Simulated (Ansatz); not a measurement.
**CH₄GeO (SMILES O=[CH][GeH3]): one structure at several levels**

The task here is to estimate one member of a computed series from the others.

Method: single points in def2-TZVPP; program: Ansatz 0.2.0, Gaussian basis.

Correlated methods freeze the cores. Filled d shells of the heavier atoms are correlated.

### The starting structure

SMILES `O=[CH][GeH3]`, 7 atoms, charge 0, spin multiplicity 1.

Atoms are counted from 1 here; the program's logs count them from 0.

Bond lengths: O1–C2 1.291 Å, C2–Ge3 1.962 Å, C2–H4 1.219 Å, Ge3–H5 1.449 Å, Ge3–H6 1.529 Å, Ge3–H7 1.321 Å. Angles: O1–C2–Ge3 129.6°, O1–C2–H4 115.6°, Ge3–C2–H4 114.2°, C2–Ge3–H5 111.4°, C2–Ge3–H6 112.1°, C2–Ge3–H7 112.8°, H5–Ge3–H6 106.0°, H5–Ge3–H7 114.6°, H6–Ge3–H7 99.2°.

As a file:

```mol
CH4GeO
  3D, bonds by distance, orders not assigned

  7  6  0  0  0  0  0  0  0  0999 V2000
   -0.3321   -1.8729    1.1223 O   0  0
   -0.3922   -1.0885    0.0989 C   0  0
    0.3622    0.7060   -0.1472 Ge  0  0
   -1.1574   -1.4347   -0.7852 H   0  0
   -0.2261    1.3747   -1.2904 H   0  0
    0.0952    1.6130    1.0547 H   0  0
    1.6835    0.7127   -0.1264 H   0  0
  1  2  8  0
  2  3  8  0
  2  4  8  0
  3  5  8  0
  3  6  8  0
  3  7  8  0
M  END
```

Set-up of the first run:

File run/in.yaml:

```yaml
crystal:
  periodic: [false, false, false]
  atoms:
    - {symbol: O, position_ang: [-0.332100, -1.872900, 1.122300]}
    - {symbol: C, position_ang: [-0.392200, -1.088500, 0.098900]}
    - {symbol: Ge, position_ang: [0.362200, 0.706000, -0.147200]}
    - {symbol: H, position_ang: [-1.157400, -1.434700, -0.785200]}
    - {symbol: H, position_ang: [-0.226100, 1.374700, -1.290400]}
    - {symbol: H, position_ang: [0.095200, 1.613000, 1.054700]}
    - {symbol: H, position_ang: [1.683500, 0.712700, -0.126400]}
basis:
  gaussian: {orbitals: def2-TZVPP}
correlation: {method: ccsd_t}
output: {forces: true}
```

The command line of these runs was not kept.

Among the steps run: CCSD(T)/def2-TZVPP; PBE0-D4/def2-TZVPP; wB97M-V/def2-TZVPP; r2SCAN-D4/def2-TZVPP; PBE-D4/def2-TZVPP; revPBE-D4/def2-TZVPP; wB97X-V/def2-TZVPP.

One of the session's tables, all rows but one given; the rest of the session is left out.

```
   method  RMS force component (eV/Å)  angle to CCSD(T) forces (°)  dipole (D)
  CCSD(T)                       2.287                    reference        2.60
  PBE0-D4                       2.549                          7.0        2.74
  wB97M-V                       2.504                          6.4        2.82
r2SCAN-D4                       2.418                          5.5        2.64
   PBE-D4                           ?                            ?           ?
revPBE-D4                       2.309                          4.3        2.47
  wB97X-V                       2.513                          5.7        2.85
```

Estimate the missing values for PBE-D4.

**Answer.** RMS force component (eV/Å): 2.332; angle to CCSD(T) forces (°): 4.4; dipole (D): 2.50. In the column «RMS force component (eV/Å)» it lies between revPBE-D4 (2.309) and r2SCAN-D4 (2.418).
